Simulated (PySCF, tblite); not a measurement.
# C4H10FNSi: geometry, infrared bands and NMR shifts

What infrared bands and NMR shifts should C4H10FNSi (`N[Si@H](CF)C1CC1`) show?

Computed with tblite 0.8.0 and PySCF 2.14.0, with density-fitted response routines of our own, on a single molecule in the gas phase. Atoms count from 0, in the outputs and in this text.

### 1 Starting geometry

17 atoms, charge 0, multiplicity 1; geometry from: force field or distance geometry start.

Bonds of the start (Å): N0–Si1 1.70, Si1–C2 1.87, C2–F3 1.36, Si1–C4 1.88, C4–C5 1.51, C5–C6 1.50, C6–C4 1.51, N0–H7 1.02, N0–H8 1.02, Si1–H9 1.49, C2–H10 1.09, C2–H11 1.10, C4–H12 1.08, C5–H13 1.08, C5–H14 1.09, C6–H15 1.07, C6–H16 1.08.

### 2 Geometry optimisation with GFN2-xTB

The job: settings as JSON, then the geometry in Å.

```
{"job": {"kind": "relax", "xc": "GFN2-xTB", "basis": "xTB"}, "charge": 0, "multiplicity": 1}
N      0.699200     1.526500    -0.862400
Si     0.758100     0.397000     0.404400
C      2.239200    -0.737900     0.284300
F      3.371800     0.019000     0.240400
C     -0.860800    -0.556600     0.512000
C     -2.163100     0.136400     0.179700
C     -1.597300    -0.885900    -0.768700
H      0.008200     2.244300    -0.623100
H      1.589500     2.012800    -0.905200
H      0.865600     1.230700     1.631400
H      2.297800    -1.411300     1.136400
H      2.197700    -1.338500    -0.630400
H     -0.881700    -1.287100     1.312200
H     -3.031700    -0.136200     0.756800
H     -2.169200     1.178600    -0.146000
H     -1.230100    -0.534600    -1.710000
H     -2.100300    -1.845100    -0.821800
```

Command:

```bash
OMP_NUM_THREADS=1 python probes_run.py task.json out
```

One launch serves the whole session: the jobs run in the order shown.

**Question.** This job is followed by: GFN2-xTB harmonic vibrations, gas phase; GIAO PBE0/pcSseg-1 NMR shielding, non-relativistic, gas phase. What will the session give for the following? strongest single infrared mode (GFN2-xTB); zero-point energy (GFN2-xTB); ¹³C shifts against TMS (PBE0/pcSseg-1); ¹H shifts against TMS (PBE0/pcSseg-1, means over atoms taken as alike); ¹⁵N shifts against NH3 (PBE0/pcSseg-1); ²⁹Si shifts against TMS (PBE0/pcSseg-1); ¹⁹F shifts against CFCl3 (PBE0/pcSseg-1).

As calculated:

```
                                                              quantity                                                       value
                             strongest single infrared mode (GFN2-xTB)                                       2162 cm⁻¹, 350 km/mol
                                          zero-point energy (GFN2-xTB)                                               84.2 kcal/mol
                                ¹³C shifts against TMS (PBE0/pcSseg-1)                                    81.9, 1.7, 1.4, -5.1 ppm
¹H shifts against TMS (PBE0/pcSseg-1, means over atoms taken as alike)  5.33, 4.94, 4.84, 0.76, 0.64, 0.47, 0.15, -0.01, -0.58 ppm
                                ¹⁵N shifts against NH3 (PBE0/pcSseg-1)                                                     1.4 ppm
                               ²⁹Si shifts against TMS (PBE0/pcSseg-1)                                                   -22.7 ppm
                              ¹⁹F shifts against CFCl3 (PBE0/pcSseg-1)                                                  -313.1 ppm
```

**Reading.** The optimisation took 56 steps and gained 0.307 eV; among the close pairs (by a distance rule), Si1–C2 changed most, from 1.870 to 1.916 Å. All 45 modes are real, so the xTB geometry is a minimum. The strongest single mode, at 2162 cm⁻¹, moves mainly H9. GFN2-xTB is a fitted tight-binding method: band positions and strengths are rough. Its intensities can rank the bands wrongly. At PBE0/pcSseg-1: Shielding is most anisotropic at C2 (span 114 ppm, paramagnetic term -146 ppm).
